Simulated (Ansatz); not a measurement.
## MoPt in Ansatz: the effect of functional

MoPt, a sheet with vacuum:

```
Mo Pt
1.0
     3.55130    0.00000    0.00000
     0.00000    3.55130    0.00000
     0.00000    0.00000   23.80000
Mo Pt
1 1
Direct
  0.50000 0.50000 0.29412
  0.00000 0.00000 0.29412
```

The cell was built by a generator and needn't be a form met in nature.

Alike in all runs:

- Program: Ansatz 0.2.0
- Task: work function
- Potentials or basis: all-electron LAPW, scalar-relativistic
- Cutoff: 295 eV (chosen from the basis error)
- Basis error allowed: 0.002 eV/atom
- k mesh: 8 × 8 × 1
- Occupations: fermi-dirac, width 0.05 eV
- Spin: no spin polarisation

| functional | work function (eV) |
| --- | --- |
| PBE | ? |
| LDA | 5.35 |
| PBEsol | 5.12 |

Problem. What does the run with functional PBE give?

Solution. Work function 5.00 eV.
